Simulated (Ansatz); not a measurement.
## CH6GaN, SMILES [CH3][GaH][NH2]: energies of removing a hydrogen, step by step

Program: the Ansatz DFT code, driven from Python.

Run as a notebook:

In [1]:
```python
import ansatz as az
```

In [2]:
```python
def energy_of(molecule, charge=0, unpaired=0):
    calc = (
        molecule.calculation()
        .basis(gaussian='def2-TZVP')  # the orbital basis, by name
        .functional('hf')
    )
    if charge:
        calc = calc.charge(charge)
    if unpaired:
        calc = calc.spin('collinear', total=unpaired)
    report = calc.run(threads=1, pin='off').report
    if report['published_state_doubts']:
        print('  doubts:', report['published_state_doubts'])
    return report['free_energy_ev']
```

In [3]:
```python
GEOMETRY = '''
C    -0.27166    0.98362   -1.17492
Ga    0.54835   -0.48542   -0.06125
N    -0.08687   -0.87188    1.59242
H    -0.99174    0.58061   -1.89128
H     0.47752    1.54429   -1.73837
H    -0.80250    1.67512   -0.51465
H     1.74575   -1.40397   -0.45911
H     0.24572   -1.61296    2.19728
H    -0.86457   -0.40942    2.04987
'''
```

In [4]:
```python
def without(molecule, index):
    rest = az.Crystal.molecule()
    for i, site in enumerate(molecule.cartesian_sites):
        if i != index:
            rest = rest.atom(site.symbol, site.position_ang)
    return rest
```

In [5]:
```python
geometry = az.Crystal.molecule()
for line in GEOMETRY.strip().splitlines():
    symbol, *xyz = line.split()
    geometry = geometry.atom(symbol, [float(v) for v in xyz])
```

In [6]:
```python
whole = energy_of(geometry, 0)
hydrogen = energy_of(az.Crystal.molecule().atom('H', (0, 0, 0)), 0, 1)
print(f'E(molecule) = {whole:.5f} eV, E(H) = {hydrogen:.5f} eV')
for index in [5, 6, 8]:
    radical = energy_of(without(geometry, index), 0, 1)
    print(f'H{index}: homolysis {(radical + hydrogen - whole):.3f} eV')
    anion = energy_of(without(geometry, index), -1)
    print(f'H{index}: loss of a proton {(anion - whole):.3f} eV')
```
```text
E(molecule) = -54942.84680 eV, E(H) = -13.60052 eV
H5: homolysis 3.812 eV
H5: loss of a proton 18.353 eV
H6: homolysis 2.840 eV
H6: loss of a proton 17.338 eV
H8: homolysis 4.130 eV
H8: loss of a proton 17.921 eV
```

Caveats:
- The settings weren't tested for convergence.
- The geometry is a force-field or estimated start, not a minimum of this method, and the basis set is short of its limit. All parts are taken at fixed geometry, without zero-point energy.
- Hartree-Fock leaves correlation out, so bond, atomisation and ionisation energies come out well too low.
- Anions want diffuse functions, which this basis lacks.
- Finished in 36 s on 1 thread of Arm Neoverse V1 (shared host), peak memory 0.52 GiB.
